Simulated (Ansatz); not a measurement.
# AlGe (doublet): from Hartree-Fock to the top rungs at distance Ge1–Al2 = 3.016 Å, cc-pVDZ

An exercise on one series of results from a longer session: the logs are not shown, and one member is left open.

Program: Ansatz 0.2.0, Gaussian basis. Level of theory: cc-pVDZ, core rule «outside noble gas», up to 19 orbitals frozen. These are calculated values, not measurements.

To be run: UHF; CCSD(T) on ROHF; CCSD(T) on UHF; BCCD(T) on ROHF; CISD; CCSDT(Q) on ROHF; CCSDT(Q) on UHF; CASSCF and MRCISD+Q, 3 electrons in 3 orbitals; CASSCF and NEVPT2, 3 electrons in 3 orbitals; CASSCF and MRCISD+Q, 7 electrons in 8 orbitals; CASSCF and NEVPT2, 7 electrons in 8 orbitals; Full CI.

35 further runs of the same task are left out: 5 for a known fault of the program, 24 that didn't finish, 6 set aside as unsound or not needed.

## What is computed

The geometry derives from a PBE0/def2-TZVP stationary point (not a proven minimum). One bond is set to the value named and the two fragments are kept rigid. No spin-orbit coupling is included. The filled d shell of Ge may be among the frozen orbitals whatever the setting's name suggests; the logs give the count.

2 atoms, charge 0, spin multiplicity 2.

Atoms are counted from 1 here; the program's logs count them from 0.

No contacts short enough for the rule that draws bonds.

As a file:

```
Ge    0.00000    0.00000    0.00000
Al    0.00000    0.00000    3.01600
```

Set-up of the first run:

File in.yaml:

```yaml
crystal:
  periodic: [false, false, false]
  atoms:
    - {symbol: Ge, position_ang: [0.000000, 0.000000, 0.000000]}
    - {symbol: Al, position_ang: [0.000000, 0.000000, 3.016000]}
basis:
  gaussian: {orbitals: cc-pVDZ}
magnetization: {spin_polarized: true, initial_magnetization: 1}
hamiltonian: {xc: hf}
output: {orbitals: {seedname: orbitals}}
```

Run with:

```
$ ansatz run in.yaml --threads 1 --pin off --events-out ev --progress --plain --max-ram 2393MiB
```

Among the steps run: UHF; CCSD(T) on ROHF; CCSD(T) on UHF; BCCD(T) on ROHF; CISD; CCSDT(Q) on ROHF; CCSDT(Q) on UHF; CASSCF and MRCISD+Q, 3 electrons in 3 orbitals; CASSCF and NEVPT2, 3 electrons in 3 orbitals; CASSCF and MRCISD+Q, 7 electrons in 8 orbitals; CASSCF and NEVPT2, 7 electrons in 8 orbitals; Full CI.

One table of the session follows, with a row left open; its other results are not shown here.

It belongs to the step «Misses and costs». 

```
          method  from FCI (meV)
            ROHF         +3741.0
            RMP2         +1119.4
            CISD          +449.7
           RCCSD          +185.6
        RCCSD(T)           +62.0
         BCCD(T)           +63.2
          RCCSDT           +16.9
       RCCSDT(Q)            +5.1
  CASSCF valence         +2121.9
  NEVPT2 valence          +646.1
  MRCISD valence               ?
MRCISD+Q valence           +47.1
             FCI               0
```

**Question.** Estimate the row for MRCISD valence.

**Answer.** from FCI (meV): +178.2. In the column «from FCI (meV)» it lies between BCCD(T) (+63.2) and RCCSD (+185.6).

Left out of the table: CASSCF pair, NEVPT2 pair, MRCISD pair, MRCISD+Q pair (the active space lost an orbital or holds another state than full CI finds).

Caveats from the session: Left out of the table: UHF, UMP2, UCCSD, UCCSD(T), UCCSDT, UCCSDT(Q) (another determinant or state than the rows shown). Warnings in the runs' records: passed over end.
